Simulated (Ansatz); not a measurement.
# SiTeH₃ radical: functionals against CCSD(T) at one geometry

A test off equilibrium: a structure displaced at random from a GFN2-xTB minimum is computed at several levels, and each is set against CCSD(T).

Program: Ansatz 0.2.0, Gaussian basis. Level of theory: single points in def2-TZVPP. These are calculated values, not measurements.

Cores are frozen in the correlated methods. Filled d shells of the heavier atoms are correlated. Core potentials replace the inner electrons past krypton, and spin-orbit coupling is left out. Orbitals are unrestricted.

### Step 1. The system as given

SMILES `[SiH2][TeH]`, 5 atoms, charge 0, spin multiplicity 2.

Atoms are counted from 1 here; the program's logs count them from 0.

Bond lengths: Si1–Te2 2.424 Å, Si1–H3 1.477 Å, Si1–H4 1.404 Å, Te2–H5 1.647 Å. Angles: Te2–Si1–H3 112.3°, Te2–Si1–H4 107.4°, H3–Si1–H4 104.7°, Si1–Te2–H5 90.3°.

As a file:

```xyz
5
H3SiTe
Si   -0.19460   -0.75630   -0.29140
Te    1.17710    1.11160    0.41800
H    -1.61360   -0.58230    0.08160
H     0.22670   -1.88420    0.43030
H     0.39720    2.09940   -0.64470
```

### Step 2. CCSD(T)/def2-TZVPP

run/in.yaml

```yaml
crystal:
  periodic: [false, false, false]
  atoms:
    - {symbol: Si, position_ang: [-0.194600, -0.756300, -0.291400]}
    - {symbol: Te, position_ang: [1.177100, 1.111600, 0.418000]}
    - {symbol: H, position_ang: [-1.613600, -0.582300, 0.081600]}
    - {symbol: H, position_ang: [0.226700, -1.884200, 0.430300]}
    - {symbol: H, position_ang: [0.397200, 2.099400, -0.644700]}
basis:
  gaussian: {orbitals: def2-TZVPP}
magnetization: {spin_polarized: true, initial_magnetization: 1}
correlation: {method: ccsd_t}
scf: {omitted_lower_state_checks: [cluster_reference]}
output: {forces: true}
```

The command line of these runs was not kept.

### Step 3. PBE0-D4/def2-TZVPP

run/in.yaml, as its differences from that of step 2:

```diff
@@ -11,4 +11,3 @@
 magnetization: {spin_polarized: true, initial_magnetization: 1}
-correlation: {method: ccsd_t}
-scf: {omitted_lower_state_checks: [cluster_reference]}
-output: {forces: true}
+hamiltonian: {xc: pbe0, dispersion: d4}
+output: {forces: true, orbitals: {seedname: orbitals}}
```

### Step 4. wB97M-V/def2-TZVPP

run/in.yaml, as its differences from that of step 3:

```diff
@@ -11,3 +11,3 @@
 magnetization: {spin_polarized: true, initial_magnetization: 1}
-hamiltonian: {xc: pbe0, dispersion: d4}
-output: {forces: true, orbitals: {seedname: orbitals}}
+hamiltonian: {xc: {name: wB97M-V}}
+output: {forces: true}
```

### Step 5. r2SCAN-D4/def2-TZVPP

run/in.yaml, as its differences from that of step 4:

```diff
@@ -11,3 +11,3 @@
 magnetization: {spin_polarized: true, initial_magnetization: 1}
-hamiltonian: {xc: {name: wB97M-V}}
+hamiltonian: {xc: r2scan, dispersion: d4}
 output: {forces: true}
```

### Step 6. PBE-D4/def2-TZVPP

run/in.yaml, as its differences from that of step 5:

```diff
@@ -11,3 +11,3 @@
 magnetization: {spin_polarized: true, initial_magnetization: 1}
-hamiltonian: {xc: r2scan, dispersion: d4}
+hamiltonian: {xc: pbe, dispersion: d4}
 output: {forces: true}
```

### Step 7. CAM-B3LYP-D4/def2-TZVPP

run/in.yaml, as its differences from that of step 6:

```diff
@@ -11,3 +11,3 @@
 magnetization: {spin_polarized: true, initial_magnetization: 1}
-hamiltonian: {xc: pbe, dispersion: d4}
+hamiltonian: {xc: {name: CAM-B3LYP}, dispersion: d4}
 output: {forces: true}
```

### Step 8. BLYP-D4/def2-TZVPP

run/in.yaml, as its differences from that of step 7:

```diff
@@ -11,3 +11,3 @@
 magnetization: {spin_polarized: true, initial_magnetization: 1}
-hamiltonian: {xc: {name: CAM-B3LYP}, dispersion: d4}
+hamiltonian: {xc: {name: BLYP}, dispersion: d4}
 output: {forces: true}
```

(Steps that only read results are left out.)

Q: Predict the outcome of this session. Wanted: energy less free atoms, CCSD(T)/def2-TZVPP; RMS force component; RMS force error; HOMO and LUMO, PBE0-D4; T1 diagnostic.

As calculated:

| quantity | value |
| --- | --- |
| energy less free atoms, CCSD(T)/def2-TZVPP | -1108.6 kJ/mol |
| RMS force component | 0.584 to 0.726 eV/Å over the methods |
| RMS force error | PBE0-D4 0.084, wB97M-V 0.050, r2SCAN-D4 0.076, PBE-D4 0.205, CAM-B3LYP-D4 0.039, BLYP-D4 0.234 eV/Å |
| HOMO and LUMO, PBE0-D4 | -5.93 and -2.79 eV |
| T1 diagnostic | 0.015 |

What this shows: Against CCSD(T) the functionals' energies less atoms differ by -43.7 to -21.3 kJ/mol, PBE-D4 by -36.6 kJ/mol. The reference is not at the basis limit: in triple zeta CCSD(T) underbinds, which counts against methods that bind more; the gaps are no ranking. For forces CAM-B3LYP-D4 does best and BLYP-D4 worst. Frozen-core CCSD(T) forces in triple zeta carry basis errors of their own, and this is one geometry, so small gaps rank nothing.
